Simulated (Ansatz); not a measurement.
# In2Ga4N5: the cost of one run

Method: DFT PBE, scalar-relativistic, plane waves, PAW, in Ansatz 0.2.0.

1 further run of the same task is left out (set aside as unsound or not needed). Runs told in other sessions of the task aren't counted.

## 1. The structure to begin with

Symmetry: Cmc2_1, No. 36, orthorhombic system. The conventional cell has a = 10.021 Å, b = 5.780 Å, c = 5.398 Å, α = 90.00°, β = 90.00°, γ = 90.00°. In (site symmetry m) has 4 N at 2.18 to 2.19 Å in its first shell of neighbours. Ga (site symmetry 1) is surrounded by 4 N at 1.97 to 1.98 Å. Around N (site symmetry 1) lie 3 Ga at 1.97 to 1.98 Å and 1 In at 2.18 Å. N (site symmetry m) has 2 Ga at 1.97 Å and 2 In at 2.18 to 2.19 Å in its first shell of neighbours.

As a file:

```cif
data_structure
_symmetry_space_group_name_H-M 'P 1'
_symmetry_Int_Tables_number 1
_cell_length_a 5.7843
_cell_length_b 5.7843
_cell_length_c 5.3981
_cell_angle_alpha 90.000
_cell_angle_beta 90.000
_cell_angle_gamma 59.955
_cell_volume 156.34
loop_
_atom_site_label
_atom_site_type_symbol
_atom_site_fract_x
_atom_site_fract_y
_atom_site_fract_z
_atom_site_occupancy
In1 In 0.32537 0.67463 0.98980 1
In2 In 0.67463 0.32537 0.48980 1
Ga1 Ga 0.00702 0.33381 0.99259 1
Ga2 Ga 0.66619 0.99298 0.99259 1
Ga3 Ga 0.99298 0.66619 0.49259 1
Ga4 Ga 0.33381 0.00702 0.49259 1
N1 N 0.02640 0.33371 0.35902 1
N2 N 0.66629 0.97360 0.35902 1
N3 N 0.97360 0.66629 0.85902 1
N4 N 0.33371 0.02640 0.85902 1
N5 N 0.30777 0.69223 0.39498 1
N6 N 0.69223 0.30777 0.89498 1
```

It goes back to an entry of the Materials Project, which need not be the stable form.

This cell was relaxed beforehand with the same method: volume 13.03 Å³/atom, gap on the mesh 0.87 eV.

Reference energy of this cell: -28634.7632 eV (12 atoms, 6×6×6 mesh, zero smearing).

## 2. Cell: 2 of 12 N atoms taken out at random

From a supercell with 12 N sites, 2 are emptied at random; the cell stays neutral and all atoms are shaken by 0.02 Å.

The cell holds 4 In, 8 Ga, 10 N: a = 5.780 Å, b = 7.912 Å, c = 7.912 Å, α = 78.59°, β = 68.57°, γ = 68.57°.

## 3. Relaxation without symmetry, coarse mesh

Cell and atoms move without symmetry, on a coarse mesh with loose thresholds.

Input file input.yaml:

```yaml
crystal:
  lattice:
    - [0.0, -5.7803992521, 0.0]
    - [5.010483099, -2.890199626, 5.3980600043]
    - [-5.010483099, -2.890199626, 5.3980600043]
  atoms:
    - { symbol: In, position: [0.3308471087, 0.9950781663, 0.9927547771] }
    - { symbol: In, position: [0.8326468234, 0.4940399012, 0.4991280908] }
    - { symbol: In, position: [0.9344603045, 0.7465672468, 0.7466480214] }
    - { symbol: In, position: [0.4379797008, 0.2416117297, 0.2491678134] }
    - { symbol: Ga, position: [0.3360442796, 0.666493242, 0.3311620041] }
    - { symbol: Ga, position: [0.8454721674, 0.1680857222, 0.8276319082] }
    - { symbol: Ga, position: [0.3408911876, 0.3229959246, 0.6675737475] }
    - { symbol: Ga, position: [0.8429525613, 0.8289509949, 0.1683207061] }
    - { symbol: Ga, position: [0.9169041829, 0.0735021333, 0.4182498257] }
    - { symbol: Ga, position: [0.4205006485, 0.5712637693, 0.9147510951] }
    - { symbol: Ga, position: [0.9117434921, 0.4174617769, 0.0757998143] }
    - { symbol: Ga, position: [0.4224277001, 0.9116229584, 0.5730704927] }
    - { symbol: "N", position: [0.6713459114, 0.3629497485, 0.0003303217] }
    - { symbol: "N", position: [0.1648156155, 0.8640653018, 0.5039544503] }
    - { symbol: "N", position: [0.6655753879, 0.0008186127, 0.3593512437] }
    - { symbol: "N", position: [0.1580922604, 0.4981681578, 0.8586144459] }
    - { symbol: "N", position: [0.7231839476, 0.2532772819, 0.6028305964] }
    - { symbol: "N", position: [0.2197265197, 0.7518196736, 0.1095153162] }
    - { symbol: "N", position: [0.7205558698, 0.6149708807, 0.2474060871] }
    - { symbol: "N", position: [0.2235997807, 0.1082573126, 0.7466511127] }
    - { symbol: "N", position: [0.6109557558, 0.6972105878, 0.6960913603] }
    - { symbol: "N", position: [0.1102643514, 0.1968676893, 0.1994225588] }
  symmetry: { detect: false }
basis:
  ecutwfc: 420
kpoints:
  mp_grid: { grid: [3, 2, 2], shift: [0.0, 0.5, 0.5] }
hamiltonian:
  xc: pbe
scf:
  occupations: { method: gaussian, width: 0.1 }
  lower_state_search: "off"
output:
  forces: true
  stress: true
  eigenvalues: true
relax:
  adjacent_minimum: "off"
  f_tol: 0.04
  max_steps: 50
  cell: { stress_tol: 0.3 }
```

Launch:

```sh
$ ansatz run input.yaml --threads 4 --pin off --max-ram 9216MiB --backend cpu --events-out ev --progress --plain --runs-dir out
```

Q: Estimate wall time and peak memory on 4 threads of Intel Xeon at 2.50GHz (Skylake/Cascade Lake), shared host.

About 88 s, with a peak of 1.1 GiB.
